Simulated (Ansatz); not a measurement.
## C3H6BF, SMILES B[C@@H]1C[C@@H]1F: a single point in a Gaussian basis, step by step

Computed with Ansatz's Python interface.

Interactive session:
```pycon
>>> import ansatz
>>> GEOMETRY = """
... B     1.41080    0.08380   -0.83350
... C     0.16860   -0.62200   -0.11700
... C    -1.14280    0.15050   -0.21140
... C    -0.40290    0.07230    1.11210
... F     0.20220    1.26790    1.46570
... H     1.27730    1.09900   -1.42370
... H     2.47550   -0.42510   -0.78940
... H     0.04140   -1.72440   -0.15640
... H    -2.05290   -0.48490   -0.24640
... H    -1.10820    1.15510   -0.68680
... H    -0.86900   -0.57220    1.88690
... """
>>> c3h6bf = ansatz.Crystal.molecule()
>>> for line in GEOMETRY.strip().splitlines():
...     symbol, *xyz = line.split()
...     c3h6bf = c3h6bf.atom(symbol, [float(v) for v in xyz])
...
>>> job = c3h6bf.calculation()
>>> job = job.basis(gaussian="def2-TZVP").functional("PBE0", dispersion="d4")
>>> job = job.accuracy("high")
>>> print(job.to_yaml())
crystal:
  periodic: [false, false, false]
  atoms:
    - { symbol: B, position_ang: [1.4108, 0.0838, -0.8335] }
    - { symbol: C, position_ang: [0.1686, -0.622, -0.117] }
    - { symbol: C, position_ang: [-1.1428, 0.1505, -0.2114] }
    - { symbol: C, position_ang: [-0.4029, 0.0723, 1.1121] }
    - { symbol: F, position_ang: [0.2022, 1.2679, 1.4657] }
    - { symbol: H, position_ang: [1.2773, 1.099, -1.4237] }
    - { symbol: H, position_ang: [2.4755, -0.4251, -0.7894] }
    - { symbol: H, position_ang: [0.0414, -1.7244, -0.1564] }
    - { symbol: H, position_ang: [-2.0529, -0.4849, -0.2464] }
    - { symbol: H, position_ang: [-1.1082, 1.1551, -0.6868] }
    - { symbol: H, position_ang: [-0.869, -0.5722, 1.8869] }
accuracy: high
basis:
  gaussian:
    orbitals: def2-TZVP
hamiltonian:
  xc: pbe0
  dispersion: d4
>>> out = job.run()

>>> r = out.report
>>> r["reference_energy_ev"]
-6595.058925508783
>>> r["converged"], r["free_energy_ev"]
(True, -6595.211806393166)
>>> type(out).__name__, type(r).__name__
('RunOutcome', 'dict')
>>> print("reference energy %16.6f eV" % r["reference_energy_ev"])
reference energy     -6595.058926 eV
>>> print("total energy     %16.6f eV" % r["free_energy_ev"])
total energy         -6595.211806 eV
>>> print("occupied orbitals outside the frozen core (up, down):", r["n_occupied"], " frozen:", r["n_frozen"], " virtual:", r["n_virtual"])
occupied orbitals outside the frozen core (up, down): [19, 19]  frozen: 0  virtual: [172, 172]
```

Reading the output:
- The settings weren't tested for convergence.
- The geometry is a force-field or estimated start, not a minimum of this method, and the basis set is short of its limit.
- Total less reference energy is the dispersion correction.
- Run time: 27 s on 1 thread of Arm Neoverse V2, with other jobs on the host, peak memory 1.1 GiB.

(Lines on the test bed's own set-up are left out of the output.)
